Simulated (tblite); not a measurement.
# C5H14FNSi: the cost of one run

The runs use tblite 0.8.0 and PySCF 2.14.0, with density-fitted response routines of our own; the level of theory stands in each step. All values are computed, except where a source is named. Atoms are numbered from 0 throughout.

**1. The molecule as given**

22 atoms, charge 0, multiplicity 1; geometry from: force field or distance geometry start.

Bonds of the start (Å): C0–N1 1.48, N1–C2 1.44, C2–C3 1.50, C2–C4 1.51, C2–Si5 1.88, Si5–C6 1.85, C6–F7 1.36, C0–H8 1.10, C0–H9 1.12, C0–H10 1.09, N1–H11 1.05, C3–H12 1.10, C3–H13 1.12, C3–H14 1.10, C4–H15 1.11, C4–H16 1.11, C4–H17 1.11, Si5–H18 1.49, Si5–H19 1.44, C6–H20 1.13, C6–H21 1.12.

**2. Optimising the geometry with GFN2-xTB**

Job settings and geometry (Å):

```
{"job": {"kind": "relax", "xc": "GFN2-xTB", "basis": "xTB"}, "charge": 0, "multiplicity": 1}
C      1.838200    -1.064300     0.654300
N      0.869700    -0.092400     1.199900
C      0.197800     0.475400     0.058900
C      1.219300     1.142600    -0.813300
C     -0.855100     1.493500     0.440700
Si    -0.631600    -0.985500    -0.775000
C     -2.403900    -0.969700    -0.243000
F     -3.124500     0.054700    -0.782100
H      1.701700    -1.218200    -0.425400
H      1.673800    -2.062200     1.124500
H      2.838000    -0.662100     0.830000
H      1.365600     0.665900     1.720600
H      2.231500     0.730700    -0.722300
H      1.322700     2.203800    -0.460100
H      0.899800     1.195900    -1.864500
H     -1.554700     0.987900     1.142200
H     -0.427300     2.402600     0.912000
H     -1.440800     1.791800    -0.448700
H     -0.065500    -2.233200    -0.197400
H     -0.426900    -0.999500    -2.203700
H     -2.386300    -0.859100     0.881000
H     -2.851900    -1.979200    -0.430200
```

The run is started by

```
OMP_NUM_THREADS=1 python probes_run.py task.json out
```

This one command runs all jobs of the session in turn.

Q: Estimate the wall time of this first job on 1 thread of Arm Neoverse V1, shared host.

About 1.4 s.
